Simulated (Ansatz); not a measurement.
# C2H4ClFSi: small, medium and large basis sets

How large a basis does C2H4ClFSi need? Two functionals are run in growing sets.

The runs use Ansatz 0.2.0, Gaussian basis; one geometry, several basis sets.

Plan: PBE0-D4/def2-SVP; ωB97M-V/def2-SVP; PBE0-D4/def2-QZVPP; ωB97M-V/def2-QZVPP; the functionals' def2-TZVPP values are taken from earlier runs.

### 1 The relaxed structure

An earlier PBE0-D4 in a triple-zeta def2 set relaxation fixed the geometry.

9 atoms, charge 0, spin multiplicity 1.

Atoms are counted from 1 here; the program's logs count them from 0.

Bond lengths: C1–C2 1.331 Å, C1–H6 1.087 Å, C1–H7 1.086 Å, C2–Si3 1.837 Å, C2–H8 1.088 Å, Si3–F4 1.592 Å, Si3–Cl5 2.043 Å, Si3–H9 1.477 Å. Angles: C2–C1–H6 121.7°, C2–C1–H7 122.3°, H6–C1–H7 116.0°, C1–C2–Si3 120.4°, C1–C2–H8 119.3°, Si3–C2–H8 120.3°, C2–Si3–F4 110.7°, C2–Si3–Cl5 110.7°, C2–Si3–H9 111.3°, F4–Si3–Cl5 106.6°, F4–Si3–H9 108.4°, Cl5–Si3–H9 109.0°.

As a file:

```xyz
9
C2H4ClFSi
C     0.6924    0.6745    1.2307
C     0.6442    0.3977   -0.0699
Si   -0.6730   -0.6936   -0.7404
F    -0.0392   -1.9761   -1.4397
Cl   -1.7535    0.2785   -2.1766
H    -0.0309    0.2631    1.9300
H     1.4513    1.3233    1.6580
H     1.3859    0.8343   -0.7349
H    -1.5886   -1.1480    0.3257
```

### 2 PBE0-D4 in def2-SVP

in.yaml reads:

```yaml
crystal:
  periodic: [false, false, false]
  atoms:
    - {symbol: C, position_ang: [0.692447, 0.674520, 1.230733]}
    - {symbol: C, position_ang: [0.644160, 0.397662, -0.069930]}
    - {symbol: Si, position_ang: [-0.672987, -0.693622, -0.740428]}
    - {symbol: F, position_ang: [-0.039225, -1.976086, -1.439725]}
    - {symbol: Cl, position_ang: [-1.753507, 0.278529, -2.176645]}
    - {symbol: H, position_ang: [-0.030936, 0.263068, 1.930007]}
    - {symbol: H, position_ang: [1.451349, 1.323330, 1.658003]}
    - {symbol: H, position_ang: [1.385921, 0.834337, -0.734899]}
    - {symbol: H, position_ang: [-1.588625, -1.148037, 0.325685]}
basis:
  gaussian: {orbitals: def2-SVP}
hamiltonian: {xc: pbe0, dispersion: d4}
output: {orbitals: {seedname: orbitals}}
```

Launch:

```bash
> ansatz run in.yaml --threads 4 --pin off --events-out ev --progress --plain --max-ram 10444MiB
```

Further steps of the session: ωB97M-V in def2-SVP; PBE0-D4 in def2-QZVPP; ωB97M-V in def2-QZVPP.

Before running them: what should the planned runs give, taken together? Wanted: PBE0-D4: double and triple zeta above quadruple; ωB97M-V: double and triple zeta above quadruple.

The runs gave:

| quantity | value |
| --- | --- |
| PBE0-D4: double and triple zeta above quadruple | 14.02, 0.91 eV |
| ωB97M-V: double and triple zeta above quadruple | 14.11, 0.86 eV |

PBE0-D4 gains 13.10 eV from double to triple zeta, then 0.91 eV more. Total energies overstate the basis error of differences, where much of it tends to cancel.
